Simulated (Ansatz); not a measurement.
**SiC: the band gap up the ladder of functionals**

An exercise on one series of results from a longer session: the logs are not shown, and one member is left open.

Program: Ansatz 0.2.0. PAW datasets, plane waves. Calculated at 0 K for a non-magnetic cell.

## The structure to begin with

The cell was relaxed beforehand with r2SCAN.

Space group P6_3mc (No. 186), hexagonal; conventional cell a = 3.079 Å, c = 20.139 Å, 10.33 Å³ an atom. Around Si lie 4 C at 1.88–1.89 Å; around Si lie 4 C at 1.89 Å; around C lie 4 Si at 1.88–1.89 Å.

Coordinates:

```cif
data_structure
_symmetry_space_group_name_H-M 'P6_3mc'
_symmetry_Int_Tables_number 186
_cell_length_a 3.0788
_cell_length_b 3.0788
_cell_length_c 20.1387
_cell_angle_alpha 90.000
_cell_angle_beta 90.000
_cell_angle_gamma 120.000
_cell_volume 165.32
loop_
_atom_site_label
_atom_site_type_symbol
_atom_site_symmetry_multiplicity
_atom_site_Wyckoff_symbol
_atom_site_fract_x
_atom_site_fract_y
_atom_site_fract_z
_atom_site_occupancy
Si1 Si 2 b 0.33333 0.66667 0.87519 1
Si2 Si 2 b 0.33333 0.66667 0.62499 1
Si3 Si 2 a 0.00000 0.00000 0.00010 1
Si4 Si 2 b 0.66667 0.33333 0.75011 1
C1 C 2 b 0.33333 0.66667 0.34412 1
C2 C 2 b 0.66667 0.33333 0.21872 1
C3 C 2 a 0.00000 0.00000 0.59385 1
C4 C 2 b 0.33333 0.66667 0.96892 1
```

Set-up of the first run:

input.yaml reads:

```yaml
crystal:
  lattice:
    - [3.0788102666, 0.0, 0.0]
    - [-1.5394051333, 2.6663279043, 0.0]
    - [0.0, 0.0, 20.1386792686]
  atoms:
    - { symbol: Si, position: [0.3333333333, 0.6666666667, 0.8751930594] }
    - { symbol: Si, position: [0.3333333333, 0.6666666667, 0.6249931379] }
    - { symbol: Si, position: [0.0, 0.0, 9.80143e-05] }
    - { symbol: Si, position: [0.6666666667, 0.3333333333, 0.7501102221] }
    - { symbol: Si, position: [0.6666666667, 0.3333333333, 0.3751930594] }
    - { symbol: Si, position: [0.3333333333, 0.6666666667, 0.2501102221] }
    - { symbol: Si, position: [0.0, 0.0, 0.5000980143] }
    - { symbol: Si, position: [0.6666666667, 0.3333333333, 0.1249931379] }
    - { symbol: C, position: [0.3333333333, 0.6666666667, 0.3441190892] }
    - { symbol: C, position: [0.6666666667, 0.3333333333, 0.2187161743] }
    - { symbol: C, position: [0.6666666667, 0.3333333333, 0.8441190892] }
    - { symbol: C, position: [0.0, 0.0, 0.5938518784] }
    - { symbol: C, position: [0.3333333333, 0.6666666667, 0.9689204344] }
    - { symbol: C, position: [0.0, 0.0, 0.0938518784] }
    - { symbol: C, position: [0.3333333333, 0.6666666667, 0.7187161743] }
    - { symbol: C, position: [0.6666666667, 0.3333333333, 0.4689204344] }
kpoints:
  mp_grid: { grid: [12, 12, 2] }
  band_path:
    path:
      - [[0.0, 0.0, 0.0], [0.5, 5.314451156176e-17, 3.400104087579e-34], [0.3333333333333, 0.3333333333333, 4.696216443582e-34], [0.0, 0.0, 0.0], [-2.787206154072e-52, 2.95896126959e-52, 0.5], [0.5, 5.314451156176e-17, 0.5], [0.3333333333333, 0.3333333333333, 0.5], [-2.787206154072e-52, 2.95896126959e-52, 0.5]]
      - [[0.5, 5.314451156176e-17, 0.5], [0.5, 5.314451156176e-17, 3.400104087579e-34]]
      - [[0.3333333333333, 0.3333333333333, 0.5], [0.3333333333333, 0.3333333333333, 4.696216443582e-34]]
    npoints: 10
hamiltonian:
  xc: pbe
scf:
  occupations: { method: fermi_dirac, width: 0.02 }
  n_extra_bands: 8
output:
  forces: true
  stress: true
  eigenvalues: true
```

Steps of the session up to this table: PBE band path; Single point with r2SCAN; HSE06; PBE0 at the same geometry.

One of the session's tables, all rows but one given; the rest of the session is left out.

```
 level  gap (eV)
   PBE      1.77
r2SCAN      2.13
 HSE06         ?
  PBE0      3.38
```

Q: Estimate the row for HSE06 from the others.

The run gave: gap (eV): 2.65. In the column «gap (eV)» it lies between r2SCAN (2.13) and PBE0 (3.38).

Meshes: PBE 12×12×2, r2SCAN 12×12×2, HSE06 6×6×2, PBE0 6×6×2

Against HSE06, PBE is short by 0.88 eV, at 67 % of it, and r2SCAN 80 %. PBE0 lies 0.72 eV above HSE06, which differs from it by screening the long-range exchange.

To keep in mind: Warnings in the runs' records: stress scf threshold loose, stress exchange threshold loose.
